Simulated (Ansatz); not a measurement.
**GeH₃S radical: basis-set convergence**

How large a basis does GeH₃S radical need? Two functionals are run in growing sets.

Program: Ansatz 0.2.0, Gaussian basis. Level of theory: one geometry, several basis sets. These are calculated values, not measurements.

The runs, in order: PBE0-D4/def2-SVP; ωB97M-V/def2-SVP; PBE0-D4/def2-QZVPP; ωB97M-V/def2-QZVPP; the functionals' def2-TZVPP values are taken from earlier runs.

## 1. The geometry

All runs share one geometry, relaxed beforehand with PBE0-D4 in a triple-zeta def2 set.

SMILES `[S][GeH3]`, 5 atoms, charge 0, spin multiplicity 2.

Atoms are counted from 1 here; the program's logs count them from 0.

Bond lengths: S1–Ge2 2.210 Å, Ge2–H3 1.536 Å, Ge2–H4 1.538 Å, Ge2–H5 1.536 Å. Angles: S1–Ge2–H3 110.7°, S1–Ge2–H4 104.4°, S1–Ge2–H5 110.7°, H3–Ge2–H4 110.3°, H3–Ge2–H5 110.4°, H4–Ge2–H5 110.3°.

## 2. PBE0-D4 in def2-SVP

in.yaml reads:

```yaml
crystal:
  periodic: [false, false, false]
  atoms:
    - {symbol: S, position_ang: [1.402005, -0.324443, 1.480529]}
    - {symbol: Ge, position_ang: [-0.107814, 0.003266, -0.099657]}
    - {symbol: H, position_ang: [-1.018532, 1.187498, 0.257322]}
    - {symbol: H, position_ang: [0.717750, 0.325854, -1.356389]}
    - {symbol: H, position_ang: [-0.943609, -1.265875, -0.323206]}
basis:
  gaussian: {orbitals: def2-SVP}
magnetization: {spin_polarized: true, initial_magnetization: 1}
hamiltonian: {xc: pbe0, dispersion: d4}
output: {orbitals: {seedname: orbitals}}
```

Further steps of the session: ωB97M-V in def2-SVP; PBE0-D4 in def2-QZVPP; ωB97M-V in def2-QZVPP.

**Question.** What will the summary of the whole plan be? Wanted: PBE0-D4: double and triple zeta above quadruple; ωB97M-V: double and triple zeta above quadruple.

**Answer**, as computed:

```
                                       quantity           value
PBE0-D4: double and triple zeta above quadruple  12.46, 1.56 eV
ωB97M-V: double and triple zeta above quadruple  12.39, 1.52 eV
```

In words: PBE0-D4 gains 10.90 eV from double to triple zeta, then 1.56 eV more. These are total energies; as a rule much of such shifts cancels in differences, which this series doesn't test.
